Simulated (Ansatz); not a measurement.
# C2H4BNa: the cost of one run

Computed with Ansatz 0.2.0. Level: RKS PBE0-D4/def2-TZVP.

**1. Where the work starts**

SMILES `C=C[BH][Na]`, 8 atoms, charge 0, spin multiplicity 1.

Atoms are counted from 1 here; the program's logs count them from 0.

Bond lengths: C1–C2 1.363 Å, C1–H5 1.107 Å, C1–H6 1.104 Å, C2–B3 1.538 Å, C2–H7 1.112 Å, B3–Na4 2.510 Å, B3–H8 1.231 Å. Angles: C2–C1–H5 120.6°, C2–C1–H6 122.8°, H5–C1–H6 116.5°, C1–C2–B3 123.4°, C1–C2–H7 116.4°, B3–C2–H7 119.6°, C2–B3–Na4 124.0°, C2–B3–H8 115.9°, Na4–B3–H8 120.0°.

As a file:

```mol
C2H4BNa
  3D, bonds by distance, orders not assigned

  8  7  0  0  0  0  0  0  0  0999 V2000
   -0.8768    0.9471   -0.1717 C   0  0
   -0.4361   -0.3290   -0.3582 C   0  0
    0.8306   -0.8921    0.3070 B   0  0
    3.0205    0.3294    0.4165 Na  0  0
   -0.2445    1.6906    0.3496 H   0  0
   -1.8896    1.2790   -0.4611 H   0  0
   -1.1261   -1.0163   -0.8953 H   0  0
    0.7220   -2.0086    0.8132 H   0  0
  1  2  8  0
  1  5  8  0
  1  6  8  0
  2  3  8  0
  2  7  8  0
  3  4  8  0
  3  8  8  0
M  END
```

This geometry comes from a loose relaxation at PBE in a small basis, which is not shown.

**3. Plan of the scan**

The axes are (1) bond length C1–C2: 9 values from 1.100 to 2.013 Å; (2) angle H7–C2–C1: 9 values from 91.6 to 141.6 °.

Nothing else is relaxed (all other coordinates rigid). Energies count from the relaxed molecule at the same level.

(The set-up runs are not shown.)

**4. The run at bond length C1–C2 = 1.556 Å, angle H7–C2–C1 = 91.6°**

The input, input.yaml:

```yaml
crystal:
  periodic: [false, false, false]
  atoms:
    - { symbol: C, position_ang: [-0.870478, 0.929837, -0.168018] }
    - { symbol: C, position_ang: [-0.377615, -0.529817, -0.386265] }
    - { symbol: B, position_ang: [0.897106, -1.076187, 0.271313] }
    - { symbol: Na, position_ang: [3.08067, 0.131491, 0.401702] }
    - { symbol: H, position_ang: [-0.236561, 1.66085, 0.329105] }
    - { symbol: H, position_ang: [-1.865674, 1.262744, -0.450509] }
    - { symbol: H, position_ang: [-1.30816, -0.80063, -0.894306] }
    - { symbol: H, position_ang: [0.775325, -2.177755, 0.758017] }
basis:
  gaussian: { orbitals: def2-TZVP }
hamiltonian:
  xc: pbe0
  dispersion: d4
output:
  forces: true
```

Run with:

```bash
$ ansatz run input.yaml --threads 1 --pin off --max-ram 2560MiB --backend cpu --events-out ev --progress --plain --runs-dir out
```

Q: Estimate wall time and peak memory on 1 thread of Arm Neoverse N1, shared host.

About 9.3 s, with a peak of 0.27 GiB.
